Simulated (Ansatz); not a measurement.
# GeHN: the cost of one run

Computed with Ansatz 0.2.0, Gaussian basis. Level: cc-pVTZ, all electrons in the functionals, frozen cores in the correlation of double hybrids and RPA.

To be run: B2PLYP, RPA-PBE, at charge 0, triplet; charge 0, singlet; charge 0, quintet; charge 1, doublet; charge 1, quartet.

**1. The geometry**

The geometry is a PBE0/def2-TZVP stationary point (not a proven minimum). No spin-orbit coupling is included. The filled d shell of Ge may be among the frozen orbitals whatever the setting's name suggests; the logs give the count.

3 atoms, charge 0, spin multiplicity 3.

Atoms are counted from 1 here; the program's logs count them from 0.

Bond lengths: Ge1–N2 1.890 Å, N2–H3 1.024 Å. Angles: Ge1–N2–H3 119.0°.

No dispersion term is added.

The geometry shown and the zero of energy belong to the point charge 0, triplet. The yardstick, UCCSD(T), and other wave-function levels (R restricted, U unrestricted, valence and pair active spaces) come from earlier runs.

**2. B2PLYP, charge 0, triplet**

Contents of in.yaml:

```yaml
crystal:
  periodic: [false, false, false]
  atoms:
    - {symbol: Ge, position_ang: [0.000000, 0.014250, 0.329308]}
    - {symbol: N, position_ang: [0.000000, -0.126443, -1.555498]}
    - {symbol: H, position_ang: [0.000000, 0.730143, -2.116709]}
basis:
  gaussian: {orbitals: cc-pVTZ}
magnetization: {spin_polarized: true, initial_magnetization: 2}
hamiltonian: {xc: {name: B2PLYP}}
correlation: {electrons: outside_noble_gas}
```

Started as:

```
$ ansatz run in.yaml --threads 1 --pin off --events-out ev --progress --plain --max-ram 4096MiB --backend cpu
```

**Question.** How long does this run take on 1 thread of AMD EPYC 7R13, shared host?

About 14 s.
